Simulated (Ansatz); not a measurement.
# Ir3O2: the cost of one run

Computed with Ansatz 0.2.0 (DFT PBE, scalar-relativistic, plane waves, PAW, unless a step's input says otherwise).

## Step 1: The structure to begin with

Symmetry: P-3m1, No. 164, trigonal system. The conventional cell has a = 3.424 Å, b = 3.424 Å, c = 5.328 Å, α = 90.00°, β = 90.00°, γ = 120.00°. Ir (site symmetry -3m) is surrounded by 6 O at 2.37 Å. Around Ir (site symmetry 3m) lie 4 O at 2.06 to 2.13 Å. O (site symmetry 3m) has 7 Ir at 2.06 to 2.37 Å as nearest neighbours.

Coordinates:

```cif
data_structure
_symmetry_space_group_name_H-M 'P 1'
_symmetry_Int_Tables_number 1
_cell_length_a 3.4244
_cell_length_b 3.4244
_cell_length_c 5.3279
_cell_angle_alpha 90.000
_cell_angle_beta 90.000
_cell_angle_gamma 120.000
_cell_volume 54.11
loop_
_atom_site_label
_atom_site_type_symbol
_atom_site_fract_x
_atom_site_fract_y
_atom_site_fract_z
_atom_site_occupancy
Ir1 Ir 0.00000 0.00000 0.00000 1
Ir2 Ir 0.33333 0.66667 0.64500 1
Ir3 Ir 0.66667 0.33333 0.35500 1
O1 O 0.33333 0.66667 0.24500 1
O2 O 0.66667 0.33333 0.75500 1
```

(A quick probe on a coarse mesh, which set the mesh and smearing, is not shown.)

## Step 3: Rough relaxation on the coarse mesh

Contents of input.yaml:

```yaml
crystal:
  lattice:
    - [3.4244365392, 0.0, 0.0]
    - [-1.7122182696, 2.9656490366, 0.0]
    - [0.0, 0.0, 5.3278670014]
  atoms:
    - { symbol: Ir, position: [0.0, 0.0, 0.0] }
    - { symbol: Ir, position: [0.3333333333, 0.6666666667, 0.645] }
    - { symbol: Ir, position: [0.6666666667, 0.3333333333, 0.355] }
    - { symbol: O, position: [0.3333333333, 0.6666666667, 0.245] }
    - { symbol: O, position: [0.6666666667, 0.3333333333, 0.755] }
basis:
  ecutwfc: 420
kpoints:
  mp_grid: { grid: [6, 6, 4] }
hamiltonian:
  xc: pbe
scf:
  occupations: { method: gaussian, width: 0.1 }
  lower_state_search: "off"
output:
  forces: true
  stress: true
  eigenvalues: true
relax:
  adjacent_minimum: "off"
  f_tol: 0.04
  max_steps: 70
  cell: { stress_tol: 0.4 }
```

Started as:

```sh
ansatz run input.yaml --threads 1 --pin off --max-ram 2560MiB --backend cpu --events-out ev --progress --plain --runs-dir out
```

**Question.** How long does this run take on 1 thread of AMD EPYC 7R43 (Zen 3), shared host, and how much memory does it need?

About 61 s, with a peak of 0.41 GiB.
